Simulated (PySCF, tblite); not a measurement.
# C6H7O radical: geometry, infrared bands and EPR parameters

What infrared bands and EPR parameters should C6H7O radical (`O=CC12C[C](C1)C2`) show?

Computed with tblite 0.8.0 and PySCF 2.14.0, with density-fitted response routines of our own, on a single molecule in the gas phase. Atoms are numbered from 0 throughout.

**1. The starting structure**

14 atoms, charge 0, multiplicity 2; geometry from: force field or distance geometry start.

Bonds of the start (Å): O0–C1 1.24, C1–C2 1.38, C2–C3 1.48, C3–C4 1.54, C4–C5 1.54, C4–C6 1.54, C5–C2 1.47, C6–C2 1.50, C1–H7 1.10, C3–H8 1.12, C3–H9 1.10, C5–H10 1.11, C5–H11 1.10, C6–H12 1.08, C6–H13 1.10.

**2. Optimising the geometry with GFN2-xTB**

The job: settings as JSON, then the geometry in Å.

```
{"job": {"kind": "relax", "xc": "GFN2-xTB", "basis": "xTB"}, "charge": 0, "multiplicity": 2}
O      0.280800     1.901400     1.787000
C      0.586100     1.490800     0.652800
C      0.140600     0.282900     0.150700
C      0.932000    -0.882300    -0.288000
C     -0.509100    -1.336900    -0.606400
C     -0.826800    -0.658800     0.734900
C     -0.640800     0.104200    -1.122600
H      1.277700     2.170000     0.127900
H      1.417900    -1.520900     0.490000
H      1.520700    -0.707100    -1.198300
H     -0.503800    -1.305800     1.573800
H     -1.887900    -0.357900     0.751400
H     -0.123300     0.317800    -2.048000
H     -1.664900     0.502100    -1.027500
```

Run with:

```sh
OMP_NUM_THREADS=1 python probes_run.py task.json out
```

The driver reads the jobs from task.json and runs them one after another.

**Question.** This job is followed by: GFN2-xTB harmonic vibrations, gas phase; UKS B3LYP, pcH-1 on C H O, non-relativistic, mean-field spin-orbit, GIAO. What will the session give for the following? strongest single infrared mode (GFN2-xTB); zero-point energy (GFN2-xTB); g(iso) (B3LYP); ⟨S²⟩; largest a(iso); potential on the surface of density 0.002 e/bohr³, 1st and 99th percentile.

The runs gave:

| quantity | value |
| --- | --- |
| strongest single infrared mode (GFN2-xTB) | 1784 cm⁻¹, 407 km/mol |
| zero-point energy (GFN2-xTB) | 69.4 kcal/mol |
| g(iso) (B3LYP) | 2.00268 |
| ⟨S²⟩ | 0.752 (exact 0.75) |
| largest a(iso) | 13C on C4, 340.2 MHz |
| potential on the surface of density 0.002 e/bohr³, 1st and 99th percentile | -1.47 V and 1.06 V |

In words: The optimisation took 35 steps and gained 1.110 eV; among the close pairs (by a distance rule), C1–C2 changed most, from 1.382 to 1.489 Å. The lowest mode is imaginary (22i cm⁻¹), so the xTB geometry is not a minimum: the zero-point energy counts the real modes alone, and all values at this geometry belong to a saddle point. The strongest single mode, at 1784 cm⁻¹, moves mainly C1 and O0. GFN2-xTB is a fitted tight-binding method: band positions and strengths are rough. Its intensities can rank the bands wrongly. C4 carries the largest spin population, 0.79 e. The isotropic g lies 0.4 ppt above the free-electron value. These values are for one conformer; the search (at its own cheap level) found 1 more, at 0.48 kcal/mol, and measured spectra average over such forms.
